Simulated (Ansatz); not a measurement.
Predict the output of the script below (Ansatz 0.2.0, Python API).

The script, `c2h6sesi.py`:
```python
"""Response of C2H6SeSi to a pair of distant point charges."""

import logging
import sys

import ansatz
from ase import Atoms
import numpy as np

logging.basicConfig(stream=sys.stdout, format="%(levelname)s %(message)s")
logger = logging.getLogger("calc")
logger.setLevel(logging.INFO)

atoms = Atoms(["Se", "C", "C", "Si", "H", "H", "H", "H", "H", "H"], positions=[
    [-0.9122, 0.1491, -1.9773],
    [-0.7309, -0.1832, -0.0929],
    [0.3914, -1.0578, 0.2009],
    [0.8088, 0.7668, 0.6483],
    [-1.7181, 1.4804, -1.6746],
    [-1.6117, -0.2831, 0.5672],
    [0.2939, -1.7172, 1.0972],
    [1.0329, -1.4058, -0.6724],
    [0.7864, 0.9018, 2.1579],
    [1.7425, 1.2979, -0.2514],
])
geometry = ansatz.Crystal.molecule_from_ase(atoms)

calc = geometry.calculation().basis(gaussian="def2-SVPD").functional("cam_b3lyp").forces()
# charges +q and -q at -R and +R make a nearly even field 2 k q / R^2 at the centre
centre = np.mean([site.position_ang for site in geometry.cartesian_sites], axis=0)
field = 2 * 14.399645 * 3.0 / 30.0 ** 2


def dipole(axis, sign):
    arm = 30.0 * np.eye(3)[axis]
    pair = [{"charge": sign * 3.0, "position_ang": (centre - arm).tolist()}, {"charge": -sign * 3.0, "position_ang": (centre + arm).tolist()}]
    deck = calc.input().set(ansatz.key.basis.gaussian.point_charges, pair)
    return np.array(ansatz.Session.from_dict(deck).plan().execute().report["charge_distribution"]["dipole_moment_e_ang"])


logger.info(f"field {field:.4f} V/A")
alpha = np.array([(dipole(axis, 1) - dipole(axis, -1)) / (2 * field) * 14.399645 for axis in range(3)])
logger.info("polarisability tensor (A^3)")
print(np.array2string(alpha, precision=3, suppress_small=True))
logger.info(f"mean {np.trace(alpha) / 3:.3f} A^3 = {np.trace(alpha) / 3 / 0.14818471:.2f} bohr^3")
```

```console
$ python c2h6sesi.py
INFO field 0.0960 V/A
INFO polarisability tensor (A^3)
[[11.734  0.557  2.165]
 [ 0.553 12.075  0.681]
 [ 2.182  0.692 13.67 ]]
INFO mean 12.493 A^3 = 84.31 bohr^3
```

The geometry is a force-field or estimated start, not a minimum of this method, and the basis set is short of its limit. The field of two point charges is only nearly even. It ran for 80 s on 1 thread of Arm Neoverse V1 (shared host), peak memory 0.58 GiB.

(Lines on the test bed's own set-up are left out of the output.)
